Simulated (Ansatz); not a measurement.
**Alloy of AlN and SiC (33 of 48 Al sites, 33 of 48 N sites exchanged), 96 atoms**

Wanted: the relaxed alloy cell and its gap (PBEsol, HSE06 and r²SCAN).

Program: Ansatz 0.2.0, PAW, plane waves. These are calculated values, not measurements.

### Step 1. The system as built

96 atoms (15 Al, 33 Si, 15 N, 33 C); a = 9.263 Å, b = 10.696 Å, c = 10.055 Å, α = 90.00°, β = 90.00°, γ = 90.00°. All atoms were shaken off their sites by about 0.02 Å along each axis.

The runs, in order: (2) PBEsol cell relaxation at the single k point (¼, ¼, ¼), on 7 threads of Arm Neoverse-V2; (3) HSE06 single point at the Γ point alone, on 7 threads of Arm Neoverse-V2; (4) r²SCAN single point at the Γ point alone, on 7 threads of Arm Neoverse-V2.

### Step 2. PBEsol relaxation of the cell and the positions

in.yaml reads:

```yaml
crystal:
  lattice:
    - [9.263204, 0.000000, 0.000000]
    - [0.000000, 10.696227, 0.000000]
    - [0.000000, 0.000000, 10.055434]
  atoms:
    - { symbol: Al, position: [0.167061, 0.082746, 0.251213] }
    - { symbol: Al, position: [0.336438, 0.332782, 0.251325] }
    - { symbol: Al, position: [0.170061, 0.583883, 0.249006] }
    - { symbol: Al, position: [0.832415, 0.083225, 0.252412] }
    - { symbol: Al, position: [0.666401, 0.335352, 0.750576] }
    - { symbol: Al, position: [0.498988, 0.585523, 0.248934] }
    - { symbol: Al, position: [0.667815, 0.830591, 0.248097] }
    - { symbol: Al, position: [0.665620, 0.831780, 0.748383] }
    - { symbol: Al, position: [0.001670, 0.166074, 0.497783] }
    - { symbol: Al, position: [0.330012, 0.166297, 0.998216] }
    - { symbol: Al, position: [0.163668, 0.413534, 0.499481] }
    - { symbol: Al, position: [0.166906, 0.419537, 0.998964] }
    - { symbol: Al, position: [0.663690, 0.168035, 0.997699] }
    - { symbol: Al, position: [0.498568, 0.418495, 0.498230] }
    - { symbol: Al, position: [0.333047, 0.665657, 0.498884] }
    - { symbol: Si, position: [0.163623, 0.085202, 0.747922] }
    - { symbol: Si, position: [0.002285, 0.333811, 0.247705] }
    - { symbol: Si, position: [0.999011, 0.334229, 0.748457] }
    - { symbol: Si, position: [0.499358, 0.086038, 0.251451] }
    - { symbol: Si, position: [0.498361, 0.082379, 0.748265] }
    - { symbol: Si, position: [0.332700, 0.333200, 0.748094] }
    - { symbol: Si, position: [0.161679, 0.582034, 0.748632] }
    - { symbol: Si, position: [0.004028, 0.835685, 0.250861] }
    - { symbol: Si, position: [0.004623, 0.830253, 0.748096] }
    - { symbol: Si, position: [0.836081, 0.079515, 0.746211] }
    - { symbol: Si, position: [0.665716, 0.335097, 0.251178] }
    - { symbol: Si, position: [0.499543, 0.582381, 0.748411] }
    - { symbol: Si, position: [0.334523, 0.831456, 0.248993] }
    - { symbol: Si, position: [0.333731, 0.832175, 0.748417] }
    - { symbol: Si, position: [0.833561, 0.587415, 0.249767] }
    - { symbol: Si, position: [0.834443, 0.584531, 0.748991] }
    - { symbol: Si, position: [0.999874, 0.167057, 0.000011] }
    - { symbol: Si, position: [0.330294, 0.162983, 0.500969] }
    - { symbol: Si, position: [0.999537, 0.665709, 0.499200] }
    - { symbol: Si, position: [0.999109, 0.662099, 0.998251] }
    - { symbol: Si, position: [0.666945, 0.165890, 0.498980] }
    - { symbol: Si, position: [0.496978, 0.414195, 0.001025] }
    - { symbol: Si, position: [0.332400, 0.668593, 0.002468] }
    - { symbol: Si, position: [0.165230, 0.917837, 0.495230] }
    - { symbol: Si, position: [0.167478, 0.915086, 0.000283] }
    - { symbol: Si, position: [0.829039, 0.416918, 0.500652] }
    - { symbol: Si, position: [0.833397, 0.419637, 0.998817] }
    - { symbol: Si, position: [0.665238, 0.668683, 0.499971] }
    - { symbol: Si, position: [0.667993, 0.668365, 0.997386] }
    - { symbol: Si, position: [0.497069, 0.916538, 0.498448] }
    - { symbol: Si, position: [0.501443, 0.915897, 0.000064] }
    - { symbol: Si, position: [0.834514, 0.917539, 0.499706] }
    - { symbol: Si, position: [0.834191, 0.920404, 0.999039] }
    - { symbol: N, position: [0.999326, 0.167308, 0.185785] }
    - { symbol: N, position: [0.168765, 0.416167, 0.688479] }
    - { symbol: N, position: [0.664863, 0.168075, 0.185544] }
    - { symbol: N, position: [0.500735, 0.415652, 0.190195] }
    - { symbol: N, position: [0.169138, 0.915335, 0.190083] }
    - { symbol: N, position: [0.163623, 0.915077, 0.690894] }
    - { symbol: N, position: [0.663837, 0.669443, 0.183981] }
    - { symbol: N, position: [0.832667, 0.916804, 0.187531] }
    - { symbol: N, position: [0.339728, 0.333760, 0.435370] }
    - { symbol: N, position: [0.166176, 0.581392, 0.938144] }
    - { symbol: N, position: [0.994827, 0.833104, 0.939374] }
    - { symbol: N, position: [0.832663, 0.082182, 0.434532] }
    - { symbol: N, position: [0.836104, 0.081922, 0.938184] }
    - { symbol: N, position: [0.663223, 0.329809, 0.944011] }
    - { symbol: N, position: [0.498506, 0.584275, 0.436876] }
    - { symbol: C, position: [0.999067, 0.165531, 0.687508] }
    - { symbol: C, position: [0.331912, 0.167948, 0.190465] }
    - { symbol: C, position: [0.333058, 0.163153, 0.686702] }
    - { symbol: C, position: [0.166767, 0.414276, 0.187457] }
    - { symbol: C, position: [0.996332, 0.663197, 0.186998] }
    - { symbol: C, position: [0.998869, 0.668436, 0.686790] }
    - { symbol: C, position: [0.668181, 0.165474, 0.692082] }
    - { symbol: C, position: [0.496405, 0.413499, 0.688006] }
    - { symbol: C, position: [0.331425, 0.667986, 0.190058] }
    - { symbol: C, position: [0.332245, 0.666795, 0.688079] }
    - { symbol: C, position: [0.828695, 0.414667, 0.187374] }
    - { symbol: C, position: [0.834115, 0.416068, 0.690531] }
    - { symbol: C, position: [0.662213, 0.664400, 0.686390] }
    - { symbol: C, position: [0.501241, 0.912901, 0.189037] }
    - { symbol: C, position: [0.498569, 0.913303, 0.689366] }
    - { symbol: C, position: [0.833869, 0.919420, 0.685950] }
    - { symbol: C, position: [0.164869, 0.081694, 0.438810] }
    - { symbol: C, position: [0.169858, 0.084417, 0.938337] }
    - { symbol: C, position: [0.003738, 0.332974, 0.438508] }
    - { symbol: C, position: [0.997336, 0.333433, 0.937433] }
    - { symbol: C, position: [0.494365, 0.082916, 0.438354] }
    - { symbol: C, position: [0.500895, 0.082670, 0.938568] }
    - { symbol: C, position: [0.332672, 0.333163, 0.940678] }
    - { symbol: C, position: [0.164461, 0.579405, 0.439264] }
    - { symbol: C, position: [0.001668, 0.830205, 0.437450] }
    - { symbol: C, position: [0.665622, 0.333914, 0.439762] }
    - { symbol: C, position: [0.502245, 0.583363, 0.938441] }
    - { symbol: C, position: [0.333140, 0.834764, 0.438496] }
    - { symbol: C, position: [0.330653, 0.831141, 0.935598] }
    - { symbol: C, position: [0.830286, 0.581025, 0.435508] }
    - { symbol: C, position: [0.835713, 0.584061, 0.937821] }
    - { symbol: C, position: [0.664389, 0.837319, 0.438792] }
    - { symbol: C, position: [0.668842, 0.833581, 0.936865] }
  symmetry: { detect: false }
kpoints:
  mp_grid: { grid: [1, 1, 1], shift: [0.25, 0.25, 0.25] }
hamiltonian:
  xc: pbesol
scf:
  occupations: { method: fermi_dirac, width: 0.01 }
relax:
  f_tol: 0.03
  max_steps: 80
  escape_saddle: false
  adjacent_minimum: "off"
  cell: { fix: [alpha, beta, gamma] }
output:
  forces: true
  eigenvalues: true
  populations: true
```

Command:

```
$ ansatz run in.yaml --threads 7 --pin off --max-ram 26600MiB --runs-dir r --events-out ev --progress --plain
```

The runs that follow: HSE06 on the final geometry; Single point with r²SCAN.

Q: Predict the outcome of this session. Wanted: for each run, top filled to lowest empty.

**Answer**, as computed:

```
             level                     time   k points  top filled to lowest empty (eV)
PBEsol, relaxation  2.6 min (7 CPU threads)  (¼, ¼, ¼)                             2.59
             HSE06    6 min (7 CPU threads)          Γ                             3.37
            r²SCAN     34 s (7 CPU threads)          Γ                             2.80
```

```
     quantity                                                                        value
   relaxation                                             6 recorded steps, 7.60 eV gained
largest shift                                                                 0.18 Å (C81)
 relaxed cell  a = 9.269 Å, b = 10.723 Å, c = 10.081 Å, α = 90.00°, β = 90.00°, γ = 90.00°
   mean bonds                             Al–C 1.962, Al–N 1.960, C–Si 1.865, N–Si 1.862 Å
```

**What this shows.** Relaxation gains 7.60 eV, with shifts up to 0.18 Å (C81), while the volume changes by +0.6 %. The mean lengths of the listed bonds run from N–Si 1.86 Å to Al–C 1.96 Å. At the same k points, r²SCAN gives a spacing 0.56 eV smaller than the 3.37 eV of HSE06. Rows on different k points differ by sampling as well as by level. The price of HSE06 is about 10 times the time of r²SCAN here. With one k point the spacing samples only the states that fold onto it, so it can exceed the gap over the zone.
